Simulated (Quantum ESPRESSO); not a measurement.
Crystal: Sn3Se.

```xyz
4
Lattice="4.7419 0.0000 0.0000 0.0000 4.7419 0.0000 0.0000 0.0000 4.7419" Properties=species:S:1:pos:R:3 pbc="T T T"
Sn    2.3709    2.3709    0.0000
Sn    2.3709    0.0000    2.3709
Sn    0.0000    2.3709    2.3709
Se    0.0000    0.0000    0.0000
```

The cell comes from a database or a generator and needn't be the stable form of this composition.

```yaml
Program: Quantum ESPRESSO 7.5
Task: single point
Functional: PBEsol
Potentials_or_basis: GBRV 1.5 PBEsol
Cutoff: 925 eV
Density_cutoff: 7401 eV
k_mesh: 6 × 6 × 6
Occupations: fermi-dirac, width 0.05 eV
Spin: no spin polarisation
```

On this cell: pressure -2.9 GPa; largest force zero by symmetry; band gap on the k mesh none (metal or under the smearing width).

The same run follows on a disturbed copy (atoms moved at random, drawn with an rms of 0.05 Å):

```xyz
4
Lattice="4.7419 0.0000 0.0000 0.0000 4.7419 0.0000 0.0000 0.0000 4.7419" Properties=species:S:1:pos:R:3 pbc="T T T"
Sn    2.3889    2.3899   -0.0090
Sn    2.4241   -0.0397    2.3660
Sn    0.0198    2.4158    2.4279
Se    0.0227   -0.0365   -0.0013
```

Q: What changes?

A: The energy (extrapolated to zero smearing) moves by +0.9 meV/atom; pressure -2.8 GPa; largest force 0.149 eV/Å; band gap on the k mesh none (metal or under the smearing width).

Forces on the atoms (eV/Å):
```
Sn  -0.038 -0.087  0.062
Sn   0.001  0.128 -0.076
Sn   0.032 -0.059  0.002
Se   0.005  0.018  0.012
```
